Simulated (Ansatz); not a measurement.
# TaO5: the cost of one run

Method: DFT PBE, scalar-relativistic, plane waves, PAW, in Ansatz 0.2.0.

## (1) The structure to begin with

Symmetry: P-62m, No. 189, hexagonal system. The conventional cell has a = 4.011 Å, b = 4.011 Å, c = 4.885 Å, α = 90.00°, β = 90.00°, γ = 120.00°. Around Ta (site symmetry -62m) lie 2 O at 1.75 Å. O (site symmetry 3m) has 4 O at 1.38 to 1.67 Å and 1 Ta at 1.75 Å as nearest neighbours. O (site symmetry m2m) has 2 O at 1.67 Å as nearest neighbours.

As a file:

```
CELL_PARAMETERS angstrom
4.01148 0.00000 0.00000
-2.00574 3.47404 0.00000
0.00000 0.00000 4.88452
ATOMIC_POSITIONS crystal
Ta 0.00000 0.00000 0.00000
O 0.00000 0.00000 0.35859
O 0.00000 0.00000 0.64141
O 0.62156 0.00000 0.50000
O 0.00000 0.62156 0.50000
O 0.37844 0.37844 0.50000
```

The cell is invented: random cell by space group and Wyckoff sites (P-62m, No. 189). Lengths come from tabulated atomic sizes and are only a guess.

## (2) Probe: one point on a coarse mesh

Contents of input.yaml:

```yaml
crystal:
  lattice:
    - [4.01147554, 0.0, 0.0]
    - [-2.00573777, 3.47403972, 0.0]
    - [0.0, 0.0, 4.88452146]
  atoms:
    - { symbol: Ta, position: [0.0, 0.0, 0.0] }
    - { symbol: O, position: [0.0, 0.0, 0.35859387] }
    - { symbol: O, position: [0.0, 0.0, 0.64140613] }
    - { symbol: O, position: [0.62155691, 0.0, 0.5] }
    - { symbol: O, position: [0.0, 0.62155691, 0.5] }
    - { symbol: O, position: [0.37844309, 0.37844309, 0.5] }
basis:
  ecutwfc: 420
kpoints:
  mp_grid: { grid: [6, 6, 4] }
hamiltonian:
  xc: pbe
scf:
  occupations: { method: gaussian, width: 0.1 }
  lower_state_search: "off"
output:
  forces: true
  stress: true
  eigenvalues: true
```

Command:

```bash
ansatz run input.yaml --threads 1 --pin off --max-ram 2560MiB --backend cpu --events-out ev --progress --plain --runs-dir out
```

**Question.** How long does this run take on 1 thread of Intel Xeon 6975P-C (Granite Rapids), shared host, and how much memory does it need?

About 1.8 s, with a peak of 0.37 GiB.
